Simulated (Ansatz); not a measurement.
# Pb2Au: properties at the relaxed cell

An exercise on one series of results from a longer session: the logs are not shown, and one member is left open.

Program: Ansatz 0.2.0. Level of theory: DFT PBEsol, scalar-relativistic, plane waves, PAW. These are calculated values, not measurements.

## The system as given

The structure is tetragonal, space group I4/mcm (No. 140). Conventional cell: a = 7.327 Å, b = 7.327 Å, c = 5.666 Å, α = 90.00°, β = 90.00°, γ = 90.00°. Pb (site symmetry m2m) has 4 Au at 3.10 Å and 3 Pb at 3.29 to 3.41 Å in its first shell of neighbours. Around Au (site symmetry 422) lie 2 Au at 2.83 Å and 8 Pb at 3.10 Å.

As a file:

```
CELL_PARAMETERS angstrom
-3.66326 3.66326 2.83320
3.66326 -3.66326 2.83320
3.66326 3.66326 -2.83320
ATOMIC_POSITIONS crystal
Pb 0.15873 0.65873 0.81747
Pb 0.65873 0.84127 0.50000
Pb 0.84127 0.34127 0.18253
Pb 0.34127 0.15873 0.50000
Au 0.75000 0.75000 0.00000
Au 0.25000 0.25000 0.00000
```

It is the result of an earlier relaxation at this level (volume 25.35 Å³/atom; gap on the mesh: none (metal)).

Set-up of the first run:

File input.yaml:

```yaml
crystal:
  lattice:
    - [-3.6262554483, 3.6262554483, 2.8045755008]
    - [3.6262554483, -3.6262554483, 2.8045755008]
    - [3.6262554483, 3.6262554483, -2.8045755008]
  atoms:
    - { symbol: Pb, position: [0.1587345083, 0.6587345083, 0.8174690166] }
    - { symbol: Pb, position: [0.6587345083, 0.8412654917, 0.5] }
    - { symbol: Pb, position: [0.8412654917, 0.3412654917, 0.1825309834] }
    - { symbol: Pb, position: [0.3412654917, 0.1587345083, 0.5] }
    - { symbol: Au, position: [0.75, 0.75, 0.0] }
    - { symbol: Au, position: [0.25, 0.25, 0.0] }
basis:
  ecutwfc: 420
kpoints:
  mp_grid: { grid: [8, 8, 8] }
hamiltonian:
  xc: pbesol
scf:
  occupations: { method: gaussian, width: 0.1 }
output:
  forces: true
  stress: true
  eigenvalues: true
relax:
  adjacent_minimum: "off"
  f_tol: 0.01
  max_steps: 30
  cell: { stress_tol: 0.1, fix: [volume] }
```

Launch:

```sh
$ ansatz run input.yaml --threads 1 --pin off --max-ram 2560MiB --backend cpu --events-out ev --progress --plain --runs-dir out
```

Among the steps run: Point at V/V0 = 0.97; Volume × 1.03; Point at V/V0 = 0.94; Volume × 1.06; The cell scaled to 0.91 of its volume; The cell scaled to 1.10 of its volume; Volume × 0.88.

One of the session's tables, all rows but one given; the rest of the session is left out.

It belongs to the step «Equation of state». 

```
volume (Å³/atom)  energy above the lowest point (meV/atom)  pressure (GPa)
          22.305                                     101.5           12.23
          23.065                                      53.1            8.28
          23.826                                         ?               ?
          24.586                                       5.1            2.25
          25.347                                       0.0            0.00
          26.107                                       4.7           -1.88
          26.867                                      17.5           -3.41
          27.881                                      44.6           -5.07
```

**Question.** Estimate the row for volume (Å³/atom) = 23.826.

Worked estimate for «energy above the lowest point (meV/atom)». A straight line through the neighbours (23.065, 53.1) and (24.586, 5.1) gives 53.1 + (5.1 − 53.1) × (23.826 − 23.065) / (24.586 − 23.065) = 29.1; a parabola fitted to 4 rows on both sides gives 21.9.

The run gave: energy above the lowest point (meV/atom): 22.0; pressure (GPa): 4.99. In «energy above the lowest point (meV/atom)» the line misses by +7.1 and the parabola by -0.1.
